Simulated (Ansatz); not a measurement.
**CH₃BCl₂S: small, medium and large basis sets**

Aim: see how fast density functionals converge with the basis set for CH₃BCl₂S.

Program: Ansatz 0.2.0, Gaussian basis. Level of theory: one geometry, several basis sets. These are calculated values, not measurements.

Plan: PBE0-D4/def2-SVP; ωB97M-V/def2-SVP; PBE0-D4/def2-QZVPP; ωB97M-V/def2-QZVPP; the functionals' def2-TZVPP values are taken from earlier runs.

## Step 1: The geometry

An earlier PBE0-D4 in a triple-zeta def2 set relaxation fixed the geometry.

SMILES `CSB(Cl)Cl`, 8 atoms, charge 0, spin multiplicity 1.

Atoms are counted from 1 here; the program's logs count them from 0.

Bond lengths: C1–S2 1.807 Å, C1–H6 1.088 Å, C1–H7 1.089 Å, C1–H8 1.088 Å, S2–B3 1.776 Å, B3–Cl4 1.750 Å, B3–Cl5 1.750 Å. Angles: S2–C1–H6 110.7°, S2–C1–H7 106.4°, S2–C1–H8 110.7°, H6–C1–H7 109.6°, H6–C1–H8 110.0°, H7–C1–H8 109.6°, C1–S2–B3 104.2°, S2–B3–Cl4 123.3°, S2–B3–Cl5 117.2°, Cl4–B3–Cl5 119.4°.

## Step 2: PBE0-D4 in def2-SVP

in.yaml

```yaml
crystal:
  periodic: [false, false, false]
  atoms:
    - {symbol: C, position_ang: [-0.126242, 0.587491, 1.151831]}
    - {symbol: S, position_ang: [-1.131780, 0.069522, -0.256909]}
    - {symbol: B, position_ang: [0.031250, -0.681300, -1.369231]}
    - {symbol: Cl, position_ang: [1.742886, -0.811398, -1.026423]}
    - {symbol: Cl, position_ang: [-0.594768, -1.313872, -2.875722]}
    - {symbol: H, position_ang: [0.353232, -0.271188, 1.617678]}
    - {symbol: H, position_ang: [-0.808545, 1.053651, 1.861530]}
    - {symbol: H, position_ang: [0.626167, 1.309894, 0.841547]}
basis:
  gaussian: {orbitals: def2-SVP}
hamiltonian: {xc: pbe0, dispersion: d4}
output: {orbitals: {seedname: orbitals}}
```

After this run come: ωB97M-V in def2-SVP; PBE0-D4 in def2-QZVPP; ωB97M-V in def2-QZVPP.

**Question.** What will the summary of the whole plan be? Wanted: PBE0-D4: double and triple zeta above quadruple; ωB97M-V: double and triple zeta above quadruple.

As calculated:

```
                                       quantity           value
PBE0-D4: double and triple zeta above quadruple  15.33, 1.15 eV
ωB97M-V: double and triple zeta above quadruple  15.24, 1.09 eV
```

For PBE0-D4 the step from double to triple zeta gains 14.18 eV and the next only 1.15 eV. Total energies overstate the basis error of differences, where much of it tends to cancel.
